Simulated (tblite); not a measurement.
# C4H9F3N2Si: the cost of one run

Computed with tblite 0.8.0 and PySCF 2.14.0, with density-fitted response routines of our own, on a single molecule in the gas phase. Atoms are numbered from 0 throughout.

## (1) The molecule as given

19 atoms, charge 0, multiplicity 1; geometry from: force field or distance geometry start.

Bonds of the start (Å): F0–C1 1.39, C1–F2 1.37, C1–F3 1.41, C1–C4 1.49, C4–N5 1.42, N5–C6 1.40, C6–C7 1.46, C7–N8 1.40, N8–Si9 1.77, Si9–N5 1.78, C4–H10 1.12, C4–H11 1.12, C6–H12 1.10, C6–H13 1.13, C7–H14 1.11, C7–H15 1.12, N8–H16 1.02, Si9–H17 1.46, Si9–H18 1.47.

## (2) Geometry optimisation with GFN2-xTB

Job settings and geometry (Å):

```
{"job": {"kind": "relax", "xc": "GFN2-xTB", "basis": "xTB"}, "charge": 0, "multiplicity": 1}
F      2.805600    -0.267900     1.420100
C      2.543400    -0.258900     0.056900
F      2.458200    -1.578700    -0.315700
F      3.669000     0.324700    -0.549100
C      1.369300     0.577100    -0.333500
N      0.114100     0.211900     0.216700
C     -0.462600    -1.003800    -0.187400
C     -1.805900    -0.881100    -0.742200
N     -2.479800     0.299300    -0.386600
Si    -1.175400     1.425600     0.027800
H      1.591400     1.610500     0.049600
H      1.374600     0.707500    -1.447800
H      0.222200    -1.515700    -0.878600
H     -0.515200    -1.692900     0.712000
H     -2.433200    -1.727500    -0.389000
H     -1.849100    -0.990800    -1.856600
H     -3.151500     0.288200     0.384400
H     -1.392700     2.096700     1.309600
H     -0.892200     2.385000    -1.052500
```

Command:

```sh
$ OMP_NUM_THREADS=1 python probes_run.py task.json out
```

The driver reads the jobs from task.json and runs them one after another.

**Question.** How long does this first job take on 1 thread of Intel Xeon Platinum 8488C, shared host, and how much memory does it need?

About 1.2 s, with a peak of 0.18 GiB.
